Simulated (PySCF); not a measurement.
# SnH: a composite coupled-cluster curve

Aim: bond length, wavenumber and bond energy of SnH near the limit of CCSD(T), built from two basis sets and any small corrections listed.

Method: CCSD(T) on ROHF, scalar-relativistic core potentials; program: PySCF 2.14.0.

2 further runs of the same task are left out: 2 set aside as unsound or not needed.

## (1) The job

```
molecule             : SnH
state                : doublet, unpaired electrons π ↑
smaller basis        : Sn cc-pwCVDZ-PP with ECP28, H aug-cc-pVDZ
larger basis         : Sn cc-pwCVTZ-PP with ECP28, H aug-cc-pVTZ
frozen core orbitals : 4
extrapolation        : correlation as n⁻³ (n = 2, 3), Hartree–Fock as (n+1)·exp(−9√n)
corrections          : none
distances (Å)        : 1.5763, 1.6479, 1.7196, 1.7912, 1.8629, 1.9525, 2.0420
masses (u)           : 119.9022, 1.0078
dissociation limit   : Sn + H
```

Started as:

```sh
OMP_NUM_THREADS=4 python comp.py task.json out
```

## (2) The runs

**Question.** What will these runs give? Wanted: for each run, Re; ωe; ωexe; αe; De.

As calculated:

```csv
level,Re (Å),ωe (cm⁻¹),ωexe (cm⁻¹),αe (cm⁻¹),De (eV)
"CCSD(T), smaller basis",1.7769,1689.7,30.8,0.155,2.529
"CCSD(T), larger basis",1.7687,1709.5,28.6,0.149,2.661
HF/CBS,1.7665,1792.8,24.7,0.130,1.752
MP2/CBS,1.7501,1782.1,25.2,0.138,2.494
CCSD/CBS,1.7629,1737.4,27.0,0.143,2.678
CCSD(T)/CBS,1.7659,1717.7,27.9,0.147,2.709
```

The last step gives Re = 1.7659 Å, ωe = 1717.7 cm⁻¹ and De = 2.709 eV; the smaller basis alone is off from it by +11.0 mÅ and -0.18 eV. Near the minimum the mean field binds by 1.75 eV and correlation adds 0.96 eV of binding. T1 is 0.015. Spin–orbit coupling and excitations beyond (T) are left out.
